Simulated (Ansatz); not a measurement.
**Ir6Cl in Ansatz: the effect of pseudo set**

Ir6Cl, a slab with vacuum:

```
Ir Cl
1.0
     5.42973    0.00000    0.00000
    -2.71487    4.70229    0.00000
     0.00000    0.00000   23.16096
Ir Cl
12 2
Direct
  0.33333 0.16667 0.34541
  0.33333 0.66667 0.34541
  0.83333 0.16667 0.34541
  0.83333 0.66667 0.34541
  0.66667 0.33333 0.44112
  0.66667 0.83333 0.44112
  0.16667 0.33333 0.44112
  0.16667 0.83333 0.44112
  0.00000 0.50000 0.53682
  0.00000 0.00000 0.53682
  0.50000 0.50000 0.53682
  0.50000 0.00000 0.53682
  0.25000 0.50000 0.65426
  0.60354 0.83080 0.68568
```

The cell isn't the ideal one: Cl2 (tilted) over a bridge site of the (1 1 1) slab of Ir, cut from the database cell, not relaxed.

Alike in all runs:

| Item | Value |
| --- | --- |
| Program | Ansatz 0.2.0 |
| Task | single point |
| Functional | PBE |
| k mesh | 6 × 6 × 1 |
| Occupations | fermi-dirac, width 0.05 eV |
| Spin | no spin polarisation |

| pseudo set | cutoff | largest force (eV/Å) |
| --- | --- | --- |
| Ansatz PAW | 420 eV (not typed: the program's choice for these potentials) | 1.48 |
| Ansatz PAW accurate | 900 eV | 1.49 |
| JTH PAW | 930 eV (not typed: the program's choice for these potentials) | 1.49 |
| SPMS NC | 544 eV (not typed: the program's choice for these potentials) | ? |
| PseudoDojo standard | 925 eV | 1.47 |
| PseudoDojo stringent | 925 eV | 1.47 |
| Ansatz PAW earlier set | 660 eV (not typed: the program's choice for these potentials) | 1.49 |

Task: What does the run with pseudo set SPMS NC give?

Result: Largest force 1.53 eV/Å.

The runs don't all hold the same shells in valence.
